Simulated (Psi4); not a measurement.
**A workflow on GaNH3 (SMILES [NH2][GaH])**

Wanted: a structure relaxation (UB3LYP-D3(BJ)/def2-TZVP), then vibrational wavenumbers of GaNH3. 

The results are computed with Psi4 1.11.

**1. The system as given**

GaNH3: 5 atoms, total charge 0, spin state doublet. SMILES: `[NH2][GaH]`. The coordinates come from a PBE0-D4/def2-TZVP relaxation. This is one conformer, not always the lowest. The run starts from this shape.

Bond lengths: N1–Ga2 1.825 Å, N1–H3 1.008 Å, N1–H4 1.006 Å, Ga2–H5 1.594 Å. Angles: N1–Ga2–H5 116.9°, Ga2–N1–H3 123.8°, Ga2–N1–H4 124.3°, H3–N1–H4 111.9°.

**2. A structure relaxation at UB3LYP-D3(BJ)/def2-TZVP (density fitting) (run 1)**

The input, input.in:

```
memory 1600 MB

molecule {
  0 2
  N     -0.40043297    -1.29257267     0.12226528
  Ga     1.54107165     1.47946658     0.78801579
  H     -1.78919269    -1.32526493    -1.18126780
  H     -0.21769645    -2.96554721     1.00533430
  H      0.96035882     3.96445644    -0.81277121
  units au
}

set {
  basis def2-TZVP
  reference uks
  geom_maxiter 60
}

energy_value, wavefunction = optimize('b3lyp-d3bj', return_wfn=True)
print_variables()
```

Run with:

```bash
$ psi4 input.in input.out -n 1
```

input.out:

```text
Psi4 1.11 release

gradient() will perform analytic gradient computation.

   => Loading Basis Set <=

    Name: DEF2-TZVP
    Role: ORBITAL
    Keyword: BASIS

   => B3LYP-D3(BJ): Empirical Dispersion <=

        s6 =       1.000000
        s8 =       1.988900
        a1 =       0.398100
        a2 =       4.421100

         ---------------------------------------------------------
                                   SCF
                              UKS Reference
                        1 Threads,   1525 MiB Core
         ---------------------------------------------------------

  ==> Geometry <==

    Molecular point group: c1
    Full point group: C1

    Geometry (in Bohr), charge = 0, multiplicity = 2:

       Center              X                  Y                   Z               Mass
    ------------   -----------------  -----------------  -----------------  -----------------
         N           -1.558720075679    -2.264557767917    -0.517975903059    14.003074004430
         GA           0.382784544321     0.507481482083     0.147774606941    68.925573500000
         H           -2.947479795679    -2.297250027917    -1.821508983059     1.007825032230
         H           -1.375983555679    -3.937532307917     0.365093116941     1.007825032230
         H           -0.197928285679     2.992471342083    -1.453012393059     1.007825032230

  Running in c1 symmetry.

  Rotational constants: A =      5.00857  B =      0.34756  C =      0.32501 [cm^-1]
  Rotational constants: A = 150153.08490  B =  10419.73454  C =   9743.58768 [MHz]
  Nuclear repulsion =   95.419926978700360

  Charge       = 0
  Multiplicity = 2
  Electrons    = 41
  Nalpha       = 21
  Nbeta        = 20

  ==> Algorithm <==

  SCF Algorithm Type is DF.
  DIIS enabled.
  MOM disabled.
  Fractional occupation disabled.
  Guess Type is SAD.
  Energy threshold   = 1.00e-08
  Density threshold  = 1.00e-08
  Integral threshold = 1.00e-12

  ==> Primary Basis <==

  Basis Set: DEF2-TZVP
    Blend: DEF2-TZVP
    Number of shells: 39
    Number of basis functions: 97
    Number of Cartesian functions: 109
    Spherical Harmonics?: true
    Max angular momentum: 3

  ==> DFT Potential <==

   => LibXC <=

    Version 7.1.2

   => Composite Functional: B3LYP-D3BJ2B <=

    B3LYP-d3bj2b Hyb-GGA Exchange-Correlation Functional

    Deriv               =              1
    GGA                 =           TRUE
    Meta                =          FALSE

    Exchange Hybrid     =           TRUE
    MP2 Hybrid          =          FALSE

   => Exchange Functionals <=

    0.0800   Slater exchange
    0.7200         Becke 88

   => Exact (HF) Exchange <=

    0.2000               HF

   => Correlation Functionals <=

    0.1900   Vosko, Wilk & Nusair (VWN5_RPA)
    0.8100   Lee, Yang & Parr

   => LibXC Density Thresholds  <==

    XC_HYB_GGA_XC_B3LYP:  1.00E-15

   => Molecular Quadrature <=

    Radial Scheme          =       TREUTLER
    Pruning Scheme         =           NONE
    Nuclear Scheme         =       TREUTLER

    Blocking Scheme        =         OCTREE
    BS radius alpha        =              1
    Pruning alpha          =              1
    Radial Points          =             75
    Spherical Points       =            302
    Total Points           =         109073
    Total Blocks           =            878
    Max Points             =            256
    Max Functions          =             97
    Weights Tolerance      =       1.00E-15

   => Loading Basis Set <=

    Name: (DEF2-TZVP AUX)
    Role: JKFIT
    Keyword: DF_BASIS_SCF

  ==> Integral Setup <==

  DFHelper Memory: AOs need 0.031 GiB; user supplied 0.863 GiB.
  SCF_SUBTYPE=INCORE selected. In-core MEM_DF algorithm will be used.
  Using in-core AOs.

  ==> MemDFJK: Density-Fitted J/K Matrices <==

    J tasked:                   Yes
    K tasked:                   Yes
    wK tasked:                   No
    Memory [MiB]:               883
    Algorithm:                 Core
    Schwarz Cutoff:           1E-12
    Mask sparsity (%):       0.2551
    Fitting Condition:        1E-10

   => Auxiliary Basis Set <=

  Basis Set: (DEF2-TZVP AUX)
    Blend: DEF2-UNIVERSAL-JKFIT
    Number of shells: 103
    Number of basis functions: 397
    Number of Cartesian functions: 524
    Spherical Harmonics?: true
    Max angular momentum: 5

  Cached 100.0% of DFT collocation blocks in 0.255 [GiB].

  Minimum eigenvalue in the overlap matrix is 4.5047192700E-03.
  Reciprocal condition number of the overlap matrix is 7.4044021170E-04.
    Using symmetric orthogonalization.

  ==> Pre-Iterations <==

  SCF Guess: Superposition of Atomic Densities via on-the-fly atomic UHF (no occupation information).

   -------------------------
    Irrep   Nso     Nmo
   -------------------------
     A         97      97
   -------------------------
    Total      97      97
   -------------------------

  ==> Iterations <==

                           Total Energy        Delta E     RMS |[F,P]|

[... 2 lines left out ...]
   @DF-UKS iter   2: -1929.49748076981928    4.98639e+01   1.09193e-01 ADIIS
[... 2 lines left out ...]
   @DF-UKS iter   5: -1981.32379732292998    8.01092e-02   5.52797e-03 ADIIS/DIIS
[... 2 lines left out ...]
   @DF-UKS iter   8: -1981.46350037620687   -2.38884e-05   8.76236e-06 DIIS
[... 2 lines left out ...]
   @DF-UKS iter  11: -1981.46350116752706   -1.28712e-08   3.19368e-07 DIIS
[... 2 lines left out ...]
   @DF-UKS iter  14: -1981.46350116905455   -3.41061e-12   3.97284e-09 DIIS
[... 10 lines left out ...]
   @S^2 Expected:                7.500000000E-01
[... 2 lines left out ...]
   @S   Observed:                5.000000000E-01
[... 52 lines left out ...]
    Nuclear Repulsion Energy =             95.4199269787003601
[... 2 lines left out ...]
    DFT Exchange-Correlation Energy =     -66.9232996615635329
[... 2 lines left out ...]
    Total Energy =                      -1981.4635011690545525
[... 25 lines left out ...]
 Dipole Z            :          1.9455017           -1.9542468           -0.0087451
[... 123 lines left out ...]
	Measures of convergence in internal coordinates in au.
[... 87 lines left out ...]
    Weights Tolerance      =       1.00E-15
[... 59 lines left out ...]
   @DF-UKS iter   1: -1981.46357844936847   -2.98721e-03   5.07408e-05 DIIS
[... 2 lines left out ...]
   @DF-UKS iter   4: -1981.46359184455468   -1.40363e-07   1.23554e-06 DIIS
[... 2 lines left out ...]
   @DF-UKS iter   7: -1981.46359186021436   -5.77757e-10   7.83122e-08 DIIS
[... 2 lines left out ...]
  Energy and wave function converged.
[... 10 lines left out ...]
   @S^2 Observed:                7.529733661E-01
[... 3 lines left out ...]
    Final Occupation by Irrep:
[... 11 lines left out ...]
    One-Electron Energy =               -2949.4352059741640915
[... 2 lines left out ...]
    Empirical Dispersion Energy =          -0.0040665465545004
[... 25 lines left out ...]
 Dipole X            :          3.4398032           -3.5919594           -0.1521563
[... 44 lines left out ...]
    Weights Tolerance      =       1.00E-15
[... 54 lines left out ...]
	   Step    Total Energy     Delta E     Max Force     RMS Force      Max Disp      RMS Disp
[... 91 lines left out ...]
                           Total Energy        Delta E     RMS |[F,P]|
[... 3 lines left out ...]
   @DF-UKS iter   2: -1981.46359396458752    2.32651e-07   9.43762e-06 DIIS
[... 2 lines left out ...]
   @DF-UKS iter   5: -1981.46359433664588   -2.49429e-10   9.13085e-08 DIIS
[... 2 lines left out ...]
   @DF-UKS iter   8: -1981.46359433669613   -1.36424e-12   3.05305e-09 DIIS
[... 10 lines left out ...]
   @S^2 Expected:                7.500000000E-01
[... 2 lines left out ...]
   @S   Observed:                5.000000000E-01
[... 12 lines left out ...]
    Nuclear Repulsion Energy =             94.8086613628597661
[... 2 lines left out ...]
    DFT Exchange-Correlation Energy =     -66.9183462099726256
[... 2 lines left out ...]
    Total Energy =                      -1981.4635943366961328
[... 25 lines left out ...]
 Dipole Z            :          1.9820077           -1.9795612            0.0024465
[... 92 lines left out ...]
	Measures of convergence in internal coordinates in au.
[... 76 lines left out ...]
    Weights Tolerance      =       1.00E-15
[... 22 lines left out ...]
   @DF-UKS iter   1: -1981.46359462509463   -5.97153e-06   8.42100e-07 DIIS
[... 2 lines left out ...]
   @DF-UKS iter   4: -1981.46359463031808   -5.50244e-11   7.68038e-08 DIIS
[... 2 lines left out ...]
   @DF-UKS iter   7: -1981.46359463034059    9.09495e-13   2.76283e-09 DIIS
[... 10 lines left out ...]
   @S^2 Expected:                7.500000000E-01
[... 2 lines left out ...]
   @S   Observed:                5.000000000E-01
[... 52 lines left out ...]
    Nuclear Repulsion Energy =             94.8081639621317009
[... 2 lines left out ...]
    DFT Exchange-Correlation Energy =     -66.9183618786736503
[... 2 lines left out ...]
    Total Energy =                      -1981.4635946303405944
[... 25 lines left out ...]
 Dipole Z            :          1.9863735           -1.9829643            0.0034092
[... 25 lines left out ...]
  Nuclear repulsion =   94.808163962131701

   => Molecular Quadrature <=

    Radial Scheme          =       TREUTLER
    Pruning Scheme         =           NONE
    Nuclear Scheme         =       TREUTLER

    Blocking Scheme        =         OCTREE
    BS radius alpha        =              1
    Pruning alpha          =              1
    Radial Points          =             75
    Spherical Points       =            302
    Total Points           =         109106
    Total Blocks           =            876
    Max Points             =            256
    Max Functions          =             97
    Weights Tolerance      =       1.00E-15

  -Total Gradient:
     Atom            X                  Y                   Z
    ------   -----------------  -----------------  -----------------
       1       -0.000027596744     0.000036373555    -0.000040027773
       2        0.000010326137    -0.000017779556     0.000016805996
       3       -0.000003592405    -0.000032128170     0.000009527836
       4        0.000022803001     0.000005737868     0.000018697503
       5        0.000009473220     0.000010535445     0.000004634542

	total time  =          3 seconds =       0.05 minutes

    			-----------------------------------------

    			 OPTKING 3.0: for geometry optimizations

    			        with contributions from

    			-----------------------------------------

	                            ===> Fragment 1 <==

	 Z (Atomic Numbers)          Masses                          Geom
	       7.000000            14.003074         -1.57355765 -2.27822192 -0.52685366
	      31.000000            68.925573          0.38651375  0.51059775  0.15017961
	       1.000000             1.007825         -2.96338875 -2.30660653 -1.83308478
	       1.000000             1.007825         -1.39356776 -3.95531224  0.35377870
	       1.000000             1.007825         -0.21331884  2.99633924 -1.47125038

	 - Coordinate -           - BOHR/RAD -       - ANG/DEG -
	 R(1,2)           =         3.475308           1.839054
	 R(1,3)           =         1.907531           1.009422
	 R(1,4)           =         1.902772           1.006904
[... 6 lines of this table left out ...]
	 D(4,1,2,5)       =        -3.141723        -180.007453

	        --- Internal Coordinate Step in ANG or DEG, aJ/ANG or AJ/DEG ---
	-------------------------------------------------------------------------------
	           Coordinate      Previous         Force          Change          New
	           ----------      --------        ------          ------        ------
	               R(1,2)       1.83905       -0.00004       -0.00000       1.83905
	               R(1,3)       1.00942        0.00000       -0.00001       1.00941
	               R(1,4)       1.00690       -0.00004       -0.00001       1.00689
[... 6 lines of this table left out ...]
	           D(4,1,2,5)    -180.00745        0.00000        0.00223    -180.00523
	-------------------------------------------------------------------------------

	                                 ==> Convergence Check <==

	Measures of convergence in internal coordinates in au.

	Criteria marked as inactive (o), active & met (*), and active & unmet ( ).

	----------------------------------------------------------------------------------------------
	   Step    Total Energy     Delta E     Max Force     RMS Force      Max Disp      RMS Disp
	----------------------------------------------------------------------------------------------
	  Convergence Criteria     1.00e-06 *    3.00e-04 *             o    1.20e-03 *             o
	----------------------------------------------------------------------------------------------
	     4   -1981.46359463   -2.94e-07 *    6.05e-05 *    2.83e-05 o    5.33e-04 *    2.79e-04 o  ~
	----------------------------------------------------------------------------------------------

Next Geometry in Ang
	Fragment 1 (Ang)

	    N  -0.8325158324  -1.2055748992  -0.2786731263
	   Ga   0.2047074672   0.2701877773   0.0796499155
	    H  -1.5678933915  -1.2200476084  -0.9699965809
	    H  -0.7376433400  -2.0932080656   0.1870979184
	    H  -0.1132970454   1.5851861054  -0.7787726953

    Final optimized geometry and variables:
    Molecular point group: c1
    Full point group: C1

    Geometry (in Bohr), charge = 0, multiplicity = 2:

    N           -1.573557653911    -2.278221916267    -0.526853664552
    GA           0.386513754304     0.510597752008     0.150179606715
    H           -2.963388752612    -2.306606530778    -1.833084778936
    H           -1.393567758437    -3.955312241140     0.353778695460
    H           -0.213318840119     2.996339244021    -1.471250383698

  Variable Map:
  ----------------------------------------------------------------------------
  "B3LYP-D3(BJ) DISPERSION CORRECTION ENERGY" =>      -0.004067583676
  "CURRENT ENERGY"                            =>   -1981.463594630341
  "CURRENT REFERENCE ENERGY"                  =>   -1981.463594630341
  "DD SOLVATION ENERGY"                       =>       0.000000000000
  "DFT FUNCTIONAL TOTAL ENERGY"               =>   -1981.459527046664
  "DFT TOTAL ENERGY"                          =>   -1981.463594630341
  "DFT VV10 ENERGY"                           =>       0.000000000000
  "DFT XC ENERGY"                             =>     -66.918361878674
  "DISPERSION CORRECTION ENERGY"              =>      -0.004067583676
  "GRID ELECTRONS ALPHA"                      =>      20.999997383357
  "GRID ELECTRONS BETA"                       =>      19.999998767807
  "GRID ELECTRONS TOTAL"                      =>      40.999996151164
  "NUCLEAR REPULSION ENERGY"                  =>      94.808163962132
  "ONE-ELECTRON ENERGY"                       =>   -2949.329701816066
  "OPTIMIZATION ITERATIONS"                   =>       4.000000000000
  "PCM POLARIZATION ENERGY"                   =>       0.000000000000
  "PE ENERGY"                                 =>       0.000000000000
  "SCF ITERATION ENERGY"                      =>   -1981.463594630341
  "SCF ITERATIONS"                            =>       7.000000000000
  "SCF TOTAL ENERGY"                          =>   -1981.463594630341
  "TWO-ELECTRON ENERGY"                       =>     939.980372685943
  "XC GRID RADIAL POINTS"                     =>      75.000000000000
  "XC GRID SPHERICAL POINTS"                  =>     302.000000000000
  "XC GRID TOTAL POINTS"                      =>  109106.000000000000

  Array Variable Map:
  ----------------------------------------------------------------------------
  "-D GRADIENT"                               =>      -0.000024735877 ... 0.000020337133 5 by 3
  "B3LYP-D3(BJ) DISPERSION CORRECTION GRADIENT" =>      -0.000024735877 ... 0.000020337133 5 by 3
  "CURRENT DIPOLE"                            =>      -0.147745988343 ... 0.003409180063 1 by 3
  "CURRENT GRADIENT"                          =>      -0.000027596744 ... 0.000004634542 5 by 3
  "DFT TOTAL GRADIENT"                        =>      -0.000027596744 ... 0.000004634542 5 by 3
  "DISPERSION CORRECTION GRADIENT"            =>      -0.000024735877 ... 0.000020337133 5 by 3
  "SCF DIPOLE"                                =>      -0.147745988343 ... 0.003409180063 1 by 3
  "SCF TOTAL ENERGIES"                        =>   -1981.463588653567 ... -1981.463594630341 1 by 8
  "SCF TOTAL GRADIENT"                        =>      -0.000027596744 ... 0.000004634542 5 by 3

    Psi4 run time: 0:00:45.83

[set-up sections that repeat, and orbital energies of the middle runs, are left out above]
```

Standard output:

```text
Optimizer: Optimization complete!
```

It took 48 s on 1 thread of Intel Xeon Platinum 8259CL at 2.50GHz (Skylake/Cascade Lake), shared host; peak memory 0.58 GiB.

Step by step:

| step | energy from the first frame kept (eV) | largest force (eV/Å) |
| --- | --- | --- |
| 0 | 0.0000 | 0.2829 |
| 1 | -0.0025 | 0.0352 |
| 2 | -0.0025 | 0.0046 |
| 3 | -0.0025 | 0.0031 |

After the run. Bond lengths: N1–Ga2 1.839 Å, N1–H3 1.009 Å, N1–H4 1.007 Å, Ga2–H5 1.602 Å. Angles: N1–Ga2–H5 116.3°, Ga2–N1–H3 123.8°, Ga2–N1–H4 124.3°, H3–N1–H4 111.9°.

**3. Vibrational wavenumbers at UB3LYP-D3(BJ)/def2-TZVP (density fitting) (run 2)**

The input, gah3n.py:

```python
import psi4

psi4.set_memory(1600000000)
psi4.set_num_threads(1)
psi4.set_output_file('run.log', False)

molecule = psi4.geometry("""
0 2
N     -0.219752    -0.691231     0.060002
Ga     0.817473     0.784549     0.418273
H     -0.955219    -0.706251    -0.631226
H     -0.124505    -1.578709     0.526013
H      0.500056     2.099947    -0.439751
""")

psi4.set_options(dict(basis='def2-TZVP', reference='uks', t=298.15, rotational_symmetry_number=1))

e = psi4.frequency('b3lyp-d3bj2b')
print(f'b3lyp-d3bj2b energy: {e:.10f} Eh')
for k in ('ZPVE', 'ENTHALPY', 'GIBBS FREE ENERGY'):
    print(f'{k}: {psi4.variable(k):.8f} Eh')
```

Run with:

```bash
$ python gah3n.py
```

run.log (excerpt; [...] marks lines left out):

```text
[...]
  Running in c1 symmetry.
[...]
  Nuclear repulsion =   94.795053201660451
[...]
  Multiplicity = 2
[...]
  Nalpha       = 21
  Nbeta        = 20
[...]
    Number of basis functions: 97
[...]
   @DF-UKS iter   1: -1979.36351419091966   -1.45656e+00   3.42030e-02 ADIIS/DIIS
[...]
   @DF-UKS iter  14: -1981.46359361139525   -8.64020e-12   4.74324e-09 DIIS
[...]
   @S^2 Observed:                7.530052833E-01
[...]
  @DF-UKS Final Energy: -1981.46359361139525
   => Energetics <=
    Nuclear Repulsion Energy =             94.7980119447844345
    One-Electron Energy =               -2949.3102877533556239
    Two-Electron Energy =                 939.9706839858860121
    DFT Exchange-Correlation Energy =     -66.9179341634815756
    Empirical Dispersion Energy =          -0.0040676252282479
    VV10 Nonlocal Energy =                  0.0000000000000000
    Total Energy =                      -1981.4635936113952539
[...]
  -Total Gradient:
     Atom            X                  Y                   Z
    ------   -----------------  -----------------  -----------------
       1       -0.000183343226     0.000628366361    -0.000446170538
       2        0.000067646918    -0.000217603439     0.000155428760
       3       -0.000004543999     0.000048536322    -0.000024408472
       4        0.000177801956    -0.000632226225     0.000441442917
       5       -0.000046189485     0.000175760911    -0.000116650701
[...]
  ==> Harmonic Vibrational Analysis <==
[...]
  Freq [cm^-1]                 195.5427            469.9324            480.3718
[...]
  IR activ [km/mol]            189.5182             4.1785             22.8765
[...]
  Freq [cm^-1]                 662.7423            730.3555           1547.0859
[...]
  IR activ [km/mol]            72.1572             69.6730             18.6919
[...]
  Freq [cm^-1]                1757.8433           3547.8765           3660.1119
[...]
  IR activ [km/mol]            185.2448             8.2263             23.3955
[...]
  Total E_0, Enthalpy at 0 [K]                                                        -1981.43386030 [Eh]
[...]
  Total H, Enthalpy at  298.15 [K]                                                    -1981.42879416 [Eh]
[...]
  Total G, Gibbs energy at  298.15 [K]                                                -1981.45992884 [Eh]
[...]
```

On the terminal:

```text
Warning: used thermodynamics relations inappropriate for low-frequency modes: ['195.5427' '469.9324' '480.3718']
b3lyp-d3bj2b energy: -1981.4635946289 Eh
ZPVE: 0.02973433 Eh
ENTHALPY: -1981.42879416 Eh
GIBBS FREE ENERGY: -1981.45992884 Eh
```

It took 6 min on 1 thread of Intel Xeon Platinum 8259CL at 2.50GHz (Skylake/Cascade Lake), shared host; peak memory 0.6 GiB.

**4. Summary of results**

```
                                                                                 quantity             value
                                  run 1, UB3LYP-D3(BJ)/def2-TZVP: total energy at the end    -1981.46359 Eh
                                            run 1, UB3LYP-D3(BJ)/def2-TZVP: dipole moment            0.94 D
                       run 1, UB3LYP-D3(BJ)/def2-TZVP: HOMO energy (highest over α and β)          -5.44 eV
                        run 1, UB3LYP-D3(BJ)/def2-TZVP: LUMO energy (lowest over α and β)          -2.80 eV
                                        run 1, UB3LYP-D3(BJ)/def2-TZVP: dispersion energy     -10.68 kJ/mol
                                                     run 1, UB3LYP-D3(BJ)/def2-TZVP: ⟨S²⟩             0.753
                               run 2, UB3LYP-D3(BJ)/def2-TZVP: lowest harmonic wavenumber          196 cm⁻¹
                              run 2, UB3LYP-D3(BJ)/def2-TZVP: highest harmonic wavenumber         3660 cm⁻¹
                                        run 2, UB3LYP-D3(BJ)/def2-TZVP: zero-point energy       78.1 kJ/mol
run 2, UB3LYP-D3(BJ)/def2-TZVP: ideal-gas entropy at 298.15 K (symmetry number 1 as used)  65.5 cal/(mol K)
```

In words: The optimisation (run 1, UB3LYP-D3(BJ)/def2-TZVP) took 4 steps and changed the energy by -0.003 eV. All 9 modes are real, so the shape is a minimum at this level.
